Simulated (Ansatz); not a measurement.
Geometry optimisation, Ansatz 0.2.0, DFT PBE, scalar-relativistic, plane waves, PAW.

Input:

```yaml
crystal:
  lattice:
    - [0.0, 5.43, 5.43]
    - [5.43, 0.0, 5.43]
    - [5.43, 5.43, 0.0]
  atoms:
    - { symbol: Si, position: [0.0, 0.0, 0.0] }
    - { symbol: Si, position: [0.125, 0.125, 0.125] }
    - { symbol: Si, position: [0.0, 0.0, 0.5] }
    - { symbol: Si, position: [0.125, 0.125, 0.625] }
    - { symbol: Si, position: [0.0, 0.5, 0.0] }
    - { symbol: Si, position: [0.125, 0.625, 0.125] }
    - { symbol: Si, position: [0.0, 0.5, 0.5] }
    - { symbol: Si, position: [0.125, 0.625, 0.625] }
    - { symbol: Si, position: [0.5, 0.0, 0.0] }
    - { symbol: Si, position: [0.625, 0.125, 0.125] }
    - { symbol: Si, position: [0.5, 0.0, 0.5] }
    - { symbol: Si, position: [0.625, 0.125, 0.625] }
    - { symbol: Si, position: [0.5, 0.5, 0.0] }
    - { symbol: Si, position: [0.625, 0.625, 0.125] }
    - { symbol: Si, position: [0.5, 0.5, 0.5] }
    - { symbol: Si, position: [0.625, 0.625, 0.625] }
    - { symbol: Cu, position: [0.3682312, 0.3827976, 0.8742999], spin: 1.0 }
magnetization:
  spin_polarized: true
basis:
  ecutwfc: 420.0
kpoints:
  mp_grid: { grid: [2, 2, 2] }
hamiltonian:
  xc: pbe
  pseudopotentials: { kind: paw, azcp: { folder: soft_1 } }
scf:
  occupations: { method: fermi_dirac, width: 0.05 }
  lower_state_search: "off"
relax:
  f_tol: 0.03
  max_steps: 60
  adjacent_minimum: "off"
```

Launched with:

```bash
$ ansatz run input.yaml --threads 2 --pin off --max-ram 5120MiB --backend cpu --events-out ev --progress --plain --runs-dir out
```

Q: Where does it end, and by what steps?

A: It converged. Limits of this set-up: coarse k mesh, a small cell, in which the defect meets its images. After 3 steps the energy has fallen by 0.070 eV; Si5 moved furthest, 0.05 Å.

```
step  energy less start (eV)  largest force component (eV/Å)  accepted
   0                  0.0000                           0.574       yes
   1                 -0.0602                           0.222       yes
   2                 -0.0694                           0.038       yes
   3                 -0.0700                           0.004       yes
```

```xyz
17
Lattice="0.0000 5.4300 5.4300 5.4300 0.0000 5.4300 5.4300 5.4300 0.0000" Properties=species:S:1:pos:R:3
Si -0.007 -0.001 0.002
Si 1.363 1.352 1.344
Si 2.716 2.723 0.002
Si 4.065 4.080 1.353
Si 2.746 -0.031 2.683
Si 4.083 1.359 4.066
Si 5.419 2.726 2.704
Si 6.786 4.062 4.067
Si -0.007 2.722 2.708
Si 1.361 4.087 4.077
Si 2.714 5.431 2.709
Si 4.058 6.784 4.077
Si 2.739 2.740 5.453
Si 4.089 4.055 6.795
Si 5.404 5.405 5.453
Si 6.783 6.792 6.797
Cu 6.815 6.759 4.086
```

Whether the end is a true minimum wasn't checked by a vibrational analysis.

Run time: 59 s on 2 threads of Arm Neoverse N1, with other jobs on the host, peak memory 0.73 GiB.
